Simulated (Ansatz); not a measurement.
**quartet C2H4ClSi: levels of theory compared**

We compute a comparison of 5 runs (UHF/3-21G, U-wB97M-V/def2-SVP, UCAM-B3LYP/def2-SVP, UPBE/def2-SVP, UCCSD(T)/def2-SVP) of quartet C2H4ClSi. 

The calculation is run with Ansatz 0.2.0.

57 further runs of the same task are left out: 57 set aside as unsound or not needed.

### 1 Starting point

C2H4ClSi has 8 atoms, charge 0, and is taken as a quartet. As SMILES of the parent species, `C=C[SiH]Cl`. Geometry: relaxed at PBE0-D4/def2-TZVP. That shape belongs to the parent species and isn't relaxed for this state.

Bond lengths: C1–C2 1.335 Å, C2–Si3 1.841 Å, Si3–Cl4 2.059 Å, C1–H5 1.087 Å, C1–H6 1.086 Å, C2–H7 1.088 Å, Si3–H8 1.489 Å. Angles: C1–C2–Si3 122.0°, C2–Si3–Cl4 111.3°, C1–C2–H7 119.1°, Si3–C2–H7 118.7°, C2–C1–H5 121.9°, C2–C1–H6 122.0°, C2–Si3–H8 111.0°, Cl4–Si3–H8 109.0°, H5–C1–H6 116.1°.

### 2 A single-point energy at UHF/3-21G (run 1)

job.yaml reads:

```yaml
crystal:
  periodic: [false, false, false]
  atoms:
    - {symbol: C, position_ang: [0.647000, 1.027000, -0.659700]}
    - {symbol: C, position_ang: [0.628500, -0.066700, 0.105400]}
    - {symbol: Si, position_ang: [-0.903600, -0.642600, 0.947100]}
    - {symbol: Cl, position_ang: [-1.031600, -2.697900, 0.941300]}
    - {symbol: H, position_ang: [-0.256900, 1.588200, -0.880600]}
    - {symbol: H, position_ang: [1.563900, 1.404900, -1.102500]}
    - {symbol: H, position_ang: [1.561300, -0.591000, 0.301600]}
    - {symbol: H, position_ang: [-2.116300, -0.079100, 0.291500]}
basis:
  gaussian:
    orbitals: 3-21G.json
hamiltonian:
  xc: hf
output: {orbitals: {seedname: orbitals}}
accuracy: high
magnetization:
  spin_polarized: true
  initial_magnetization: 3
```

The basis set 3-21G is read from a file made from the Basis Set Exchange's data (not shown).

On the command line:

```console
ansatz run job.yaml --threads 1 --pin off --max-ram 3480MiB --events-out events.jsonl --progress --plain --runs-dir runs
```

Log:

```text
Warning: RAYON_NUM_THREADS=1 ignored (pool sized by the plan → 1); use --threads N
Functional definition: HF
  name "HF"
  exchange = exact_x
  correlation = 0
1203 factors; integrals over basis functions are off by at most 8.1e-9 eV
mean field evaluation 1: about -22367.8927 eV, gradient 1.6e1 eV
mean field evaluation 2: about -22368.2370 eV, gradient 1.6e1 eV
mean field evaluation 4: about -22371.5209 eV, gradient 4.0e0 eV
mean field evaluation 8: about -22372.6584 eV, gradient 2.4e-1 eV
mean field evaluation 16: about -22372.6667 eV, gradient 2.5e-8 eV
mean field evaluation 32: about -22368.5260 eV, gradient 9.6e0 eV
mean field -22372.66668338 eV, -822.1803358760 hartree, gradient 1.2e-8 eV, S^2 3.768802; 0 other end points of the search recorded, 0 dependent functions left out
reference -22372.66668338 eV, -822.1803358760 hartree; 25, 22 occupied and 27, 30 virtual orbitals, 1203 factors
Total energy: -22372.66668338 eV, -822.1803358760 hartree
```

It took 1.6 s on 1 thread of Intel Xeon Platinum 8488C (Sapphire Rapids), shared host; peak memory 0.17 GiB.

### 3 The energy at U-wB97M-V/def2-SVP (run 2)

Changes to job.yaml since step 2:

```diff
@@ -1 +1,3 @@
+basis:
+  gaussian: {orbitals: def2-SVP}
 crystal:
@@ -11,11 +13,5 @@
     - {symbol: H, position_ang: [-2.116300, -0.079100, 0.291500]}
-basis:
-  gaussian:
-    orbitals: 3-21G.json
-hamiltonian:
-  xc: hf
+magnetization: {spin_polarized: true, initial_magnetization: 3}
+hamiltonian: {xc: {name: wB97M-V}}
+accuracy: high
 output: {orbitals: {seedname: orbitals}}
-accuracy: high
-magnetization:
-  spin_polarized: true
-  initial_magnetization: 3
```

On the command line:

```console
ansatz run job.yaml --threads 1 --pin off --max-ram 3480MiB --events-out events.jsonl --progress --plain --runs-dir runs
```

Log (excerpt; [...] marks lines left out):

```text
Warning: RAYON_NUM_THREADS=1 ignored (pool sized by the plan → 1); use --threads N
Functional definition: wB97M-V
  name "wB97M-V"
[...]
  gx(w, u) = 1 - cx + cx01*u + cx10*w
  gss(w, u) = css00 + css04*u^4 + css10*w + css20*w^2 + css43*w^4*u^3
  gos(w, u) = cos00 + cos10*w + (cos20 + cos21*u)*w^2 + (cos60 + cos61*u)*w^6
[...]
      + integral(e_c_pw_mod_opposite_spin*gos(b97_w_opposite, b97_u_opposite)) + vv10(b, c)
1845 factors; integrals over basis functions are off by at most 4.0e-9 eV
362 factors; integrals over basis functions are off by at most 2.0e-9 eV
[...]
mean field -22523.69102858 eV, -827.7303781941 hartree, gradient 8.5e-8 eV, S^2 3.755741; 0 other end points of the search recorded, 0 dependent functions left out
reference -22523.69103246 eV, -827.7303783367 hartree; 25, 22 occupied and 59, 62 virtual orbitals, 1845 factors
Total energy: -22523.69103246 eV, -827.7303783367 hartree
```

Wall time 71 s (1 thread of Intel Xeon Platinum 8488C (Sapphire Rapids), shared host); peak memory 0.99 GiB.

Runs 3 to 4 aren't shown in full; the table further down has their settings and results.

### 4 The energy at UCCSD(T)/def2-SVP (run 5)

job.yaml reads:

```yaml
crystal:
  periodic: [false, false, false]
  atoms:
    - symbol: C
      position_ang: [0.647000, 1.027000, -0.659700]
    - symbol: C
      position_ang: [0.628500, -0.066700, 0.105400]
    - symbol: Si
      position_ang: [-0.903600, -0.642600, 0.947100]
    - symbol: Cl
      position_ang: [-1.031600, -2.697900, 0.941300]
    - symbol: H
      position_ang: [-0.256900, 1.588200, -0.880600]
    - symbol: H
      position_ang: [1.563900, 1.404900, -1.102500]
    - symbol: H
      position_ang: [1.561300, -0.591000, 0.301600]
    - symbol: H
      position_ang: [-2.116300, -0.079100, 0.291500]
basis:
  gaussian: {orbitals: def2-SVP}
magnetization: {spin_polarized: true, initial_magnetization: 3}
correlation: {method: ccsd_t, frozen_orbitals: {C: 1, Cl: 5, H: 0, Si: 5}}
accuracy: high
scf: {omitted_lower_state_checks: [cluster_reference, increment]}
```

On the command line:

```console
ansatz run job.yaml --threads 1 --pin off --max-ram 3480MiB --events-out events.jsonl --progress --plain --runs-dir runs
```

Log (excerpt; [...] marks lines left out):

```text
Warning: RAYON_NUM_THREADS=1 ignored (pool sized by the plan → 1); use --threads N
[... 2 set-up lines as earlier in the session ...]
[...]
1845 factors; integrals over basis functions are off by at most 4.0e-9 eV
[...]
mean field -22478.40856754 eV, -826.0662784446 hartree, gradient 7.8e-8 eV, S^2 3.770000; 2 other end points of the search recorded, 0 dependent functions left out
12 core orbitals not correlated: weight in the atoms' cores, before any rotation towards them, 1.000 or more for the frozen orbitals, at most 0.000 for the correlated occupied ones
reference -22478.40856754 eV, -826.0662784446 hartree; 13, 10 occupied and 59, 62 virtual orbitals, 1845 factors
second order -11.60441564 eV of doubles, -0.00000000 eV of singles
cycle   1  -12.69020665 eV  change    -1.1e0 eV  update   7.6e-2
[...]
cycle  30  -13.11214676 eV  change   8.0e-10 eV  update   1.8e-9
perturbative correction -0.32085342 eV, -0.0117911457 hartree
Total energy: -22491.84156772 eV, -826.5599320959 hartree
Checks for a lower state left out: cluster_reference, increment
```

It took 50 s on 1 thread of Intel Xeon Platinum 8488C (Sapphire Rapids), shared host; peak memory 0.77 GiB.

### 5 The series

| run | level | frozen core orbitals | energy (Eh) | HOMO energy (eV) | LUMO energy (eV) | ⟨S²⟩ | wall time |
| --- | --- | --- | --- | --- | --- | --- | --- |
| 1 | UHF/3-21G | – | -822.180336 | -6.99 | -0.39 | 3.769 | 1.6 s |
| 2 | U-wB97M-V/def2-SVP | – | -827.730378 | -5.72 | -2.94 | 3.756 | 71 s |
| 3 | UCAM-B3LYP/def2-SVP | – | -827.791095 | -5.05 | -3.88 | 3.757 | 12 s |
| 4 | UPBE/def2-SVP | – | -827.374018 | -2.63 | – | 3.756 | 6.9 s |
| 5 | UCCSD(T)/def2-SVP | 12 | -826.559932 | – | – | 3.770 | 50 s |

### 6 Outcome

```
                                           quantity          value
                                run 5: total energy  -826.55993 Eh
run 5: correlation energy (12 core orbitals frozen)     -493.7 mEh
                              run 5: (T) correction     -11.79 mEh
           run 5: ⟨S²⟩ of the reference determinant          3.770
                               run 5: T1 diagnostic          0.013
```

In words: Totals of different functionals can't be ranked against each other. All runs together took 2.3 min, the longest 71 s.
